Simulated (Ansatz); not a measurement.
# C2H8BCl2N: the cost of one run

Program: Ansatz 0.2.0. Level of theory: RKS revPBE-D4/6-31G*. These are calculated values, not measurements.

### 1 The structure to begin with

Bond lengths: B1–Cl2 2.210 Å, B1–C3 1.600 Å, C3–H4 1.110 Å, C3–H5 1.110 Å, C3–H6 1.110 Å, B1–Cl7 1.860 Å, B1–N8 1.850 Å, N8–H9 1.060 Å, N8–C10 1.470 Å, C10–H11 1.110 Å, C10–H12 1.110 Å, C10–H13 1.110 Å, Cl2–H14 1.382 Å, N8–H14 1.175 Å. Angles (14 of 26 angles, heavy atoms first): Cl2–B1–C3 120.0°, Cl2–B1–Cl7 120.0°, Cl2–B1–N8 71.6°, C3–B1–Cl7 120.0°, C3–B1–N8 105.4°, Cl7–B1–N8 92.8°, B1–N8–C10 120.0°, B1–Cl2–H14 66.1°, B1–C3–H4 109.5°, B1–C3–H5 109.5°, B1–C3–H6 109.5°, B1–N8–H9 120.0°, B1–N8–H14 83.6°, H9–N8–C10 120.0°.

Structure file:

```xyz
14

B     0.0000    0.0000    0.0000
Cl    0.0000    0.0000    2.2100
C     1.3856    0.0000   -0.8000
H     1.7152   -1.0462   -0.9702
H     1.2491    0.5080   -1.7774
H     2.1552    0.5381   -0.2082
Cl   -1.6108    0.0000   -0.9300
N    -0.2314    1.7403    0.5833
H    -1.1621    2.2275    0.4417
C     0.8754    2.4476    1.2434
H     1.7017    1.7348    1.4467
H     1.2427    3.2600    0.5822
H     0.5189    2.8827    2.2003
H    -0.1665    1.2523    1.6502
```

### 2 Pulling towards end A

Springs on the bonds that form and break draw the guess towards this end; the thresholds are loose.

The input, input.yaml:

```yaml
crystal:
  periodic: [false, false, false]
  atoms:
    - { symbol: B, position_ang: [0.0, 0.0, 0.0] }
    - { symbol: Cl, position_ang: [0.0, 0.0, 2.21] }
    - { symbol: C, position_ang: [1.3856, 0.0, -0.8] }
    - { symbol: H, position_ang: [1.7152, -1.0462, -0.9702] }
    - { symbol: H, position_ang: [1.2491, 0.508, -1.7774] }
    - { symbol: H, position_ang: [2.1552, 0.5381, -0.2082] }
    - { symbol: Cl, position_ang: [-1.6108, 0.0, -0.93] }
    - { symbol: "N", position_ang: [-0.2314, 1.7403, 0.5833] }
    - { symbol: H, position_ang: [-1.1621, 2.2275, 0.4417] }
    - { symbol: C, position_ang: [0.8754, 2.4476, 1.2434] }
    - { symbol: H, position_ang: [1.7017, 1.7348, 1.4467] }
    - { symbol: H, position_ang: [1.2427, 3.26, 0.5822] }
    - { symbol: H, position_ang: [0.5189, 2.8827, 2.2003] }
    - { symbol: H, position_ang: [-0.1665, 1.2523, 1.6502] }
basis:
  gaussian: { orbitals: "6-31G*" }
hamiltonian:
  xc: revpbe
  dispersion: d4
relax:
  f_tol: 0.15
  max_steps: 25
  restrain:
    - { distance: [0, 7], at: 2.75, k: 30.0 }
    - { distance: [13, 1], at: 2.57, k: 30.0 }
    - { distance: [0, 1], at: 1.86, k: 30.0 }
    - { distance: [13, 7], at: 1.06, k: 30.0 }
output:
  orbitals: {}
```

On the command line:

```sh
> ansatz run input.yaml --threads 4 --pin off --max-ram 5120MiB --backend cpu --events-out ev --progress --plain --runs-dir out
```

**Question.** How long does this run take on 4 threads of Intel Xeon Platinum 8488C (Sapphire Rapids), shared host, and how much memory does it need?

About 16 s, with a peak of 0.19 GiB.
